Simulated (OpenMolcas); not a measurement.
**AlF3 (SMILES F[Al](F)F) at 6 levels**

We compute a comparison of 6 runs (B2PLYP/6-311+G**, BLYP/6-311+G**, M06-L/6-311+G**, PBE0/6-311+G**, r2SCAN/6-311+G**, MP2/6-311+G**) of AlF3. 

The calculation is run with OpenMolcas 26.06.

**1. The system as given**

The species is AlF3 (4 atoms), meant as a singlet with charge 0. SMILES: `F[Al](F)F`. The Al2–F3 distance was set to 2.443 Å, away from the relaxed value.

Bond lengths: F1–Al2 1.629 Å, Al2–F4 1.629 Å. Angles: F1–Al2–F4 120.0°.

**2. A single-point energy at B2PLYP/6-311+G(d,p) (run 1)**

Contents of test.input:

```
* AlF3 Kohn-Sham DFT
>>> EXPORT MOLCAS_PRINT=2

&GATEWAY
  BasLib
  $CurrDir
  BasisSet
  F.6-311pGss....
  F1 1.579744 -0.416345 1.405214 angstrom
  F3 -1.440740 -0.612530 -0.450110 angstrom
  F4 1.301664 1.641375 -0.504996 angstrom
  End of Basis
  BasisSet
  Al.6-311pGss....
  Al2 0.720334 0.306235 0.225044 angstrom
  End of Basis

&SEWARD
  GridInput
  Grid=UltraFine
  End of Grid

&SCF
  KSDFT
  B2PLYP_SCF
  Thresholds
  1e-10 1e-07 1e-07 1e-05
  PrOrbitals
  1 2

&MBPT2
  Frozen
  8
```

The basis set 6-311+G** is read from a file made from the Basis Set Exchange's data (not shown).

Started as:

```sh
$ export MOLCAS_MEM=1860
$ pymolcas test.input > test.log
```

What it wrote:

```text
--- Start Module: gateway ---
[...]
--- Stop Module: gateway /rc=_RC_ALL_IS_WELL_ ---
[...]
      Basis functions           96
[...]
--- Start Module: scf ---
[...]
       Convergence after  15 Iterations
[...]
::    Total KS-DFT energy                            -541.6286060866
[...]
      Total spin, S                                     0.0000000000
[...]
      Total electronic charge=   40.000000
      Total            charge=   -0.000000
[...]
      Dipole Moment (debye):
      Origin of the operator (angstrom)=    0.5574    0.2370    0.1741
                   X=  2.9601E+00               Y=  1.2584E+00               Z=  9.2474E-01           Total=  3.3468E+00
      Quadrupole Moment (debye*angstrom):
[...]
--- Stop Module: scf /rc=_RC_ALL_IS_WELL_ ---
[...]
--- Start Module: mbpt2 ---
[...]
 ###    WARNING: MP2 implementation intended for RHF references only         ###
 ###############################################################################
MBPT2 WARNING: Reference function according to RunFile:KS-DFT
I'll assume you know what you're doing and continue
WARNING!
Default frozen orbitals as non valence orbitals is overwritten by user input.
Default values:   5
[...]
       Reference weight ( Cref**2 )         =        0.78485
::    Total MBPT2 energy                             -542.4915706707
[...]
      Total MBPT2 calculations                           0.31      0.34
--- Stop Module: mbpt2 /rc=_RC_ALL_IS_WELL_ ---
[...]
```

Wall time 17 s (1 thread of Arm Neoverse V1, shared host); peak memory 0.53 GiB.

**3. The energy at BLYP/6-311+G(d,p) (run 2)**

Contents of run.input:

```
* AlF3 Kohn-Sham DFT

&GATEWAY
  BASLIB=$CurrDir
  COORD
  4
  angstrom
  F        1.579744      -0.416345       1.405214
  Al       0.720334       0.306235       0.225044
  F       -1.440740      -0.612530      -0.450110
  F        1.301664       1.641375      -0.504996
  BASIS=6-311pGss
  GROUP=NoSym

&SEWARD
  GRIDINPUT
  Grid=UltraFine
  End of Grid

&SCF
  KSDFT=BLYP
  THRESHOLDS=1e-10 1e-07 1e-07 1e-05
  PRORBITALS=1 1
```

The basis set 6-311+G** is read from a file made from the Basis Set Exchange's data (not shown).

Started as:

```sh
$ export MOLCAS_MEM=1860
$ pymolcas run.input > run.log
```

What it wrote:

```text
--- Start Module: gateway ---
[...]
--- Stop Module: gateway /rc=_RC_ALL_IS_WELL_ ---
--- Start Module: seward ---
[...]
      Basis functions           96
--- Stop Module: seward /rc=_RC_ALL_IS_WELL_ ---
[...]
--- Start Module: scf ---
[...]
       Convergence after  17 Iterations
[...]
::    Total KS-DFT energy                            -542.1735777580
[...]
      Total spin, S                                     0.0000000000
[...]
      Total electronic charge=   40.000000
      Total            charge=   -0.000000
[...]
      Dipole Moment (debye):
      Origin of the operator (angstrom)=    0.5574    0.2370    0.1741
                   X=  2.5724E+00               Y=  1.0936E+00               Z=  8.0363E-01           Total=  2.9085E+00
      Quadrupole Moment (debye*angstrom):
[...]
--- Stop Module: scf /rc=_RC_ALL_IS_WELL_ ---
[...]
```

Run time: 18 s. Hardware: 1 thread of Arm Neoverse V1, shared host; peak memory 0.53 GiB.

Runs 3 to 5 aren't shown in full; the table further down has their settings and results.

**4. The energy at MP2/6-311+G(d,p) (run 6)**

Contents of test.input:

```
* AlF3 MP2

&gateway
 baslib=$CurrDir
 coord
 4
 bohr
 F      2.98528351    -0.78677802     2.65546961
 Al     1.36123398     0.57870028     0.42527153
 F     -2.72260402    -1.15751394    -0.85058463
 F      2.45978847     3.10174922    -0.95430413
 basis=6-311pGss
 group=NoSym

&seward

&scf
 thresholds=1e-10 1e-07 1e-07 1e-05
 prorbitals=1

&mbpt2
 frozen=8
```

The basis set 6-311+G** is read from a file made from the Basis Set Exchange's data (not shown).

Started as:

```sh
$ export MOLCAS_MEM=1860
$ pymolcas test.input > test.log
```

What it wrote:

```text
--- Start Module: gateway ---
[...]
--- Stop Module: gateway /rc=_RC_ALL_IS_WELL_ ---
[...]
      Basis functions           96
[...]
--- Start Module: scf ---
[...]
       Convergence after  15 Iterations
[...]
::    Total SCF energy                               -540.4203510810
[...]
      Total spin, S                                     0.0000000000
[...]
      Total electronic charge=   40.000000
      Total            charge=   -0.000000
[...]
      Dipole Moment (debye):
      Origin of the operator (angstrom)=    0.5574    0.2370    0.1741
                   X=  3.2611E+00               Y=  1.3863E+00               Z=  1.0188E+00           Total=  3.6871E+00
      Quadrupole Moment (debye*angstrom):
[...]
--- Stop Module: scf /rc=_RC_ALL_IS_WELL_ ---
[...]
--- Start Module: mbpt2 ---
[...]
WARNING!
Default frozen orbitals as non valence orbitals is overwritten by user input.
Default values:   5
[...]
       Reference weight ( Cref**2 )         =        0.86114
::    Total MBPT2 energy                             -541.1260730481
[...]
      Total MBPT2 calculations                           0.32      0.34
--- Stop Module: mbpt2 /rc=_RC_ALL_IS_WELL_ ---
[...]
```

Wall time 7.5 s (1 thread of Arm Neoverse V1, shared host); peak memory 0.53 GiB.

**5. Overview of the runs**

```tsv
run	level	frozen core orbitals	integration grid	energy (Eh)	dipole moment (D) of the reference	HOMO energy (eV)	LUMO energy (eV)	wall time
1	B2PLYP/6-311+G**	8	UltraFine	-541.861607	3.35	-11.51	-2.98	17 s
2	BLYP/6-311+G**	–	UltraFine	-542.173578	2.91	-7.64	-4.86	18 s
3	M06-L/6-311+G**	–	UltraFine	-542.115006	3.00	-7.87	-4.42	28 s
4	PBE0/6-311+G**	–	UltraFine	-541.760379	3.13	-9.58	-4.05	18 s
5	r2SCAN/6-311+G**	–	UltraFine	-542.019652	3.05	-8.02	-4.51	24 s
6	MP2/6-311+G**	8	–	-541.126073	3.69	-14.19	-1.00	7.5 s
```

**6. Outcome**

| quantity | value |
| --- | --- |
| run 6: total energy | -541.12607 Eh |
| run 6: dipole moment (mean-field density) | 3.69 D |
| run 6: HOMO energy (Hartree–Fock orbitals) | -14.19 eV |
| run 6: LUMO energy (Hartree–Fock orbitals) | -1.00 eV |
| run 6: HOMO–LUMO gap (Hartree–Fock orbitals) | 13.19 eV |
| run 6: correlation energy (8 core orbitals frozen) | -705.7 mEh |

What this shows: Over runs 1, 2, 3, 4, 5 the dipole moment (its size) runs from 2.91 D (BLYP/6-311+G**) to 3.35 D (B2PLYP/6-311+G**). A double hybrid's value is that of its SCF part. Over runs 1, 2, 3, 4, 5 the HOMO–LUMO gap runs from 2.78 eV (BLYP/6-311+G**) to 8.53 eV (B2PLYP/6-311+G**). For B2PLYP the log adds the whole second-order term; the table takes 0.27 of it, as the functional is defined. Totals of different functionals can't be ranked against each other. All runs together took 1.9 min, the longest 28 s.
